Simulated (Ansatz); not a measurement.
# C₂H₃NSSi: small, medium and large basis sets

One table from this session's results is given with a row withheld; the runs are named, their logs left out.

Program: Ansatz 0.2.0, Gaussian basis. Level of theory: one geometry, several basis sets. These are calculated values, not measurements.

Levels to be run: PBE0-D4/def2-SVP; ωB97M-V/def2-SVP; PBE0-D4/def2-QZVPP; ωB97M-V/def2-QZVPP; the functionals' def2-TZVPP values are taken from earlier runs.

## The relaxed structure

All runs share one geometry, relaxed beforehand with PBE0-D4 in a triple-zeta def2 set.

SMILES `N#C[SiH]1CS1`, 8 atoms, charge 0, spin multiplicity 1.

Atoms are counted from 1 here; the program's logs count them from 0.

Bond lengths: N1–C2 1.152 Å, C2–Si3 1.835 Å, Si3–C4 1.831 Å, Si3–S5 2.069 Å, Si3–H6 1.471 Å, C4–S5 1.868 Å, C4–H7 1.086 Å, C4–H8 1.086 Å. Angles: N1–C2–Si3 179.1°, C2–Si3–C4 116.9°, C2–Si3–S5 117.6°, C2–Si3–H6 110.2°, C4–Si3–S5 56.9°, C4–Si3–H6 123.7°, S5–Si3–H6 122.6°, Si3–C4–S5 68.0°, Si3–C4–H7 119.6°, Si3–C4–H8 119.8°, S5–C4–H7 113.3°, S5–C4–H8 113.3°, H7–C4–H8 114.0°, Si3–S5–C4 55.1°.

Set-up of the first run:

The input, in.yaml:

```yaml
crystal:
  periodic: [false, false, false]
  atoms:
    - {symbol: N, position_ang: [-2.486187, -1.211592, 1.153855]}
    - {symbol: C, position_ang: [-1.604225, -0.538214, 0.843502]}
    - {symbol: Si, position_ang: [-0.192636, 0.537311, 0.375478]}
    - {symbol: C, position_ang: [1.108459, -0.213676, -0.671300]}
    - {symbol: S, position_ang: [0.046365, 0.987830, -1.629547]}
    - {symbol: H, position_ang: [0.079770, 1.510543, 1.444618]}
    - {symbol: H, position_ang: [1.001601, -1.241123, -1.004893]}
    - {symbol: H, position_ang: [2.138953, 0.111721, -0.567611]}
basis:
  gaussian: {orbitals: def2-SVP}
hamiltonian: {xc: pbe0, dispersion: d4}
output: {orbitals: {seedname: orbitals}}
```

Run with:

```
$ ansatz run in.yaml --threads 2 --pin off --events-out ev --progress --plain --max-ram 4352MiB
```

Steps of the session up to this table: PBE0-D4 in def2-SVP; ωB97M-V in def2-SVP; PBE0-D4 in def2-QZVPP; ωB97M-V in def2-QZVPP.

One table of the session follows, with a row left open; its other results are not shown here.

It belongs to the step «Functionals by basis». 

```
functional       basis  HOMO (eV)
   PBE0-D4    def2-SVP          ?
   PBE0-D4  def2-TZVPP      -7.66
   PBE0-D4  def2-QZVPP      -7.68
   ωB97M-V    def2-SVP      -9.71
   ωB97M-V  def2-TZVPP      -9.83
   ωB97M-V  def2-QZVPP      -9.86
```

**Question.** Estimate the row for PBE0-D4, def2-SVP.

**Answer.** HOMO (eV): -7.58. In the column «HOMO (eV)» it is the highest.
